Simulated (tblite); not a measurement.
# C7H16BN: the cost of one run

The runs use tblite 0.8.0 and PySCF 2.14.0, with density-fitted response routines of our own; the level of theory stands in each step. All values are computed, except where a source is named. Atoms count from 0, in the outputs and in this text.

## 1. The starting structure

25 atoms, charge 0, multiplicity 1; geometry from: force field or distance geometry start.

Bonds of the start (Å): C0–C1 1.36, C1–C2 1.50, C1–B3 1.54, B3–C4 1.63, B3–C5 1.59, C5–C6 1.49, C6–N7 1.46, N7–C8 1.41, N7–B3 1.48, C0–H9 1.09, C0–H10 1.09, C2–H11 1.10, C2–H12 1.12, C2–H13 1.11, C4–H14 1.11, C4–H15 1.11, C4–H16 1.09, C5–H17 1.11, C5–H18 1.11, C6–H19 1.10, C6–H20 1.11, N7–H21 1.06, C8–H22 1.12, C8–H23 1.11, C8–H24 1.14.

## 2. Optimising the geometry with GFN2-xTB

Job settings and geometry (Å):

```
{"job": {"kind": "relax", "xc": "GFN2-xTB", "basis": "xTB"}, "charge": 0, "multiplicity": 1}
C      2.158600    -0.119500     1.397200
C      1.283700     0.258300     0.423200
C      1.650200     1.515500    -0.299200
B      0.014900    -0.539800     0.074000
C     -0.048500    -1.897900     0.970600
C     -0.185200    -0.913600    -1.456000
C     -1.597400    -0.514800    -1.187000
N     -1.318200     0.101300     0.109800
C     -1.464200     1.507000     0.097300
H      3.043000     0.486300     1.618100
H      1.993400    -1.014800     1.992200
H      1.409900     1.438400    -1.372200
H      2.749500     1.704100    -0.240800
H      1.204800     2.419400     0.170400
H     -1.067100    -2.306000     0.807400
H      0.035500    -1.584600     2.036000
H      0.767000    -2.531000     0.628900
H      0.035500    -1.989300    -1.595200
H      0.293500    -0.215500    -2.167100
H     -2.219100    -1.407800    -1.043900
H     -1.986800     0.212100    -1.922600
H     -1.964600    -0.336400     0.824200
H     -1.038500     2.062500     0.967900
H     -1.182600     1.975500    -0.871200
H     -2.578200     1.714900     0.161800
```

Started as:

```
> OMP_NUM_THREADS=1 python probes_run.py task.json out
```

This one command runs all jobs of the session in turn.

Q: Estimate the wall time of this first job on 1 thread of Arm Neoverse N1, shared host.

About 2.9 s.
